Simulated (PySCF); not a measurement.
# C22H14 (pentacene): the cost of one run

Computed with PySCF 2.14.0 and routines of our own; the level stands in each step. Atoms count from 0.

## (1) The system as given

36 atoms, charge 0, multiplicity 1; geometry from: GFN2-xTB.

## (2) Electronic excitations: TDA CAM-B3LYP/6-31G*

What the job is given:

```
{"job": {"kind": "uv", "basis": "6-31G*", "grid": 1, "kgrid": 0, "vcut": 1.5, "nstates": 5, "ntriplets": 2, "tda": true, "delta": ["ip_vertical"], "pop": false, "xc": "CAM-B3LYP"}, "charge": 0, "multiplicity": 1}
C      6.035903     0.219251    -0.914133
C      6.002052     1.172350     0.132472
C      4.827121     1.501823     0.727437
C      3.604274     0.902952     0.315534
C      2.394407     1.221078     0.905368
C      1.191135     0.625225     0.493807
C     -0.032868     0.941586     1.082149
C     -1.224781     0.346225     0.670407
C     -2.460030     0.659719     1.260341
C     -3.638489     0.066118     0.845209
C     -4.893367     0.379381     1.437817
C     -6.036039    -0.218503     1.013586
C     -6.002241    -1.171390    -0.033202
C     -4.827638    -1.500303    -0.629192
C     -3.604865    -0.900801    -0.217798
C     -2.394383    -1.220480    -0.805410
C     -1.191062    -0.624552    -0.394857
C      0.032541    -0.940705    -0.984185
C      1.224360    -0.345243    -0.572085
C      2.459721    -0.659499    -1.161191
C      3.637639    -0.063536    -0.747918
C      4.893016    -0.377883    -1.338834
H      6.984940    -0.024255    -1.369164
H      6.926285     1.631076     0.451214
H      4.793723     2.228659     1.526825
H      2.369074     1.949124     1.705043
H     -0.059133     1.668796     1.882162
H     -2.485406     1.388478     2.059275
H     -4.911740     1.107027     2.236741
H     -6.985431     0.024181     1.468213
H     -6.927036    -1.629883    -0.350765
H     -4.794738    -2.226752    -1.428955
H     -2.368797    -1.947594    -1.605477
H      0.058367    -1.669301    -1.783211
H      2.485307    -1.386388    -1.961751
H      4.911827    -1.104226    -2.138846
```

Method: TDA CAM-B3LYP/6-31G*, vertical, gas phase, core orbitals frozen in the response, virtual orbitals cut by energy.

The run is started by

```
OMP_NUM_THREADS=2 python large_run.py task.json out
```

This one command runs all jobs of the session in turn.

Q: Estimate the wall time and peak memory of this first job on 2 threads of Arm Neoverse V1, shared host.

About 53 s, with a peak of 1.4 GiB.
